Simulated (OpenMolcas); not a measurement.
# Ce³⁺ in CaF2: CASSCF and CASPT2 levels and susceptibility

Which state of Ce³⁺ lies lowest among these ligands, how large is the field, and what χT follows?

The numbers are computed with OpenMolcas 26.06 (state-averaged CASSCF and CASPT2, spin-orbit coupling by RASSI with atomic mean-field integrals), except any that are marked as measured or tabulated.

## (1) The system

```
Species                           : Ce³⁺ (cerium, Z = 58, 55 electrons)
Basis                             : ANO-RCC-VDZP [7s6p4d2f1g], 180 functions with the ligands
Scalar Hamiltonian                : DKH2, point nucleus
Inactive shells                   : 1s 2s 2p 3s 3p 3d 4s 4p 4d 5s 5p of the metal, and all ligand shells
Active space                      : 1 electron in 7 orbitals (4f)
Some configurations of this space : 4f
Orbitals                          : optimised for the highest spin of each parity, averaged over all roots
```

Outer shells as boxes (Hund's rule):

4f
```
4f [↑ ][  ][  ][  ][  ][  ][  ]
```

Ce³⁺ is taken with its 8 nearest fluoride ions at 2.422 Å, on the cation site of CaF2 (a = 5.46294 Å). The rest of the host is ab initio model potentials to 7.6 Å and point charges beyond; the distance is set by hand, nothing relaxes, and no local charge compensation is placed. Ligand basis ANO-RCC-VDZP.

```xyz
21

Ce    0.0000    0.0000    0.0000
F     1.3983    1.3983    1.3983
F     1.3983    1.3983   -1.3983
F     1.3983   -1.3983    1.3983
F     1.3983   -1.3983   -1.3983
F    -1.3983    1.3983    1.3983
F    -1.3983    1.3983   -1.3983
F    -1.3983   -1.3983    1.3983
F    -1.3983   -1.3983   -1.3983
Ca    0.0000    2.7315   -2.7315
Ca    0.0000   -2.7315    2.7315
Ca    0.0000    2.7315    2.7315
Ca    0.0000   -2.7315   -2.7315
Ca    2.7315   -2.7315    0.0000
Ca   -2.7315    2.7315    0.0000
Ca    2.7315    0.0000   -2.7315
Ca   -2.7315    0.0000    2.7315
Ca    2.7315    0.0000    2.7315
Ca   -2.7315    0.0000   -2.7315
Ca    2.7315    2.7315    0.0000
Ca   -2.7315   -2.7315    0.0000
```

Each step is its own input file, run in one work folder so that later steps find the files of earlier ones. Labels, J, g values, rates, χT and fits are worked out afterwards by a script from the matrices that RASSI stores.

## (2) Basis and integrals

a.inp reads:

```
&GATEWAY
Basis set
Ce.ANO-RCC-VDZP.
Ce1 0.0 0.0 0.0 Angstrom
End of basis
Basis set
F.ANO-RCC-VDZP.
L1 1.398342 1.398342 1.398342 Angstrom
L2 1.398342 1.398342 -1.398342 Angstrom
L3 1.398342 -1.398342 1.398342 Angstrom
L4 1.398342 -1.398342 -1.398342 Angstrom
End of basis
Basis set
Ca.EMB-AIMP.Pascual.0s.0s.ECP.CaF2.
PseudoCharge
* 21 symmetry-unique lattice sites within 7.6 angstrom
End of basis
Basis set
F.EMB-AIMP.Pascual.0s.0s.ECP.CaF2.
PseudoCharge
* 40 symmetry-unique lattice sites within 7.6 angstrom
End of basis
Symmetry
XYZ
AngMom=0.0 0.0 0.0
AMFI
RICD
XField
1348 Angstrom 0
* Evjen-weighted lattice charges
&SEWARD
```

The run is started by

```console
OMP_NUM_THREADS=1 MOLCAS_MEM=2457 MOLCAS_PROJECT=a pymolcas a.inp > a.log
```

## (3) CASSCF: doublets, 7 roots

a.inp reads:

```
&RASSCF
FileOrb=start.orb
Symmetry=2
Spin=2
nActEl=1 0 0
Inactive=35 32
Ras2=0 7
CIRoot=7 7 1
SDav=7
CIMx=300
Iter=150 100
PrWF=0.3
OrbListing=Nothing
MaxOrb=0
LevShft=1.0
>>> COPY $Project.JobIph JOB001
```

start.orb holds start orbitals that the driver prepared beforehand, or those of the step before.

## (4) RASSI: spin-orbit coupling between the states

a.inp reads:

```
&RASSI
NrOfJobIphs=1 7
1 2 3 4 5 6 7
IphNames
JOB001
EJob
SpinOrbit
DIPRint=1.0
SOCoupling=1000.0
Subsets=2
Property=9
'ANGMOM' 1 'ANGMOM' 2 'ANGMOM' 3 'MLTPL  1' 1 'MLTPL  1' 2 'MLTPL  1' 3
'AMFI' 1 'AMFI' 2 'AMFI' 3
SOProperty=3
'ANGMOM' 1 'ANGMOM' 2 'ANGMOM' 3
```

## (5) CASPT2: IPEA 0.25, imaginary shift 0.1 (closed shells correlated: 5s 5p of the metal, with ligand shells; the Frozen line counts the rest)

a.inp reads:

```
>>> COPY JOB001 $Project.JobIph
&CASPT2
Multistate=7 1 2 3 4 5 6 7
NoMult
Frozen=18 13
IPEA=0.25
Imaginary=0.1
MaxIter=60
WThr=0.0 0.3 0.05
PrWF=0.5
NoMix
```

(Steps that only read results are left out.)

Q: Predict the outcome of this session. Wanted: spin-free ground state; first state of the same spin within the active space; lowest level; next level.

As calculated:

| quantity | value |
| --- | --- |
| method | SS-CASPT2, IPEA 0.25, imaginary shift 0.1 (closed shells correlated: 5s 5p of the metal, with ligand shells; the Frozen line counts the rest) |
| spin-free ground state | 2T2, 3-fold in its orbital part |
| first state of the same spin within the active space | 2T1 at 111 cm⁻¹ |
| lowest level | 4-fold Γ8 |
| next level | 510.1 cm⁻¹ |
| χT at 300 K | 0.66 cm³ K/mol |
| effective moment at 300 K | 2.30 μB |

Cost by method:

```csv
method,time of its own steps,time with the reference
A. CASSCF,19 s,19 s
"B. SS-CASPT2, IPEA 0.25, imaginary shift 0.1, +5s 5p",48 s,67 s
```

Times are of one thread on a shared host.

In words: The spin-free ground state (2T2) comes to 100 % from free-ion F terms and keeps the highest spin of the shell. CASPT2 does not keep the components of a term degenerate, and the means are used.
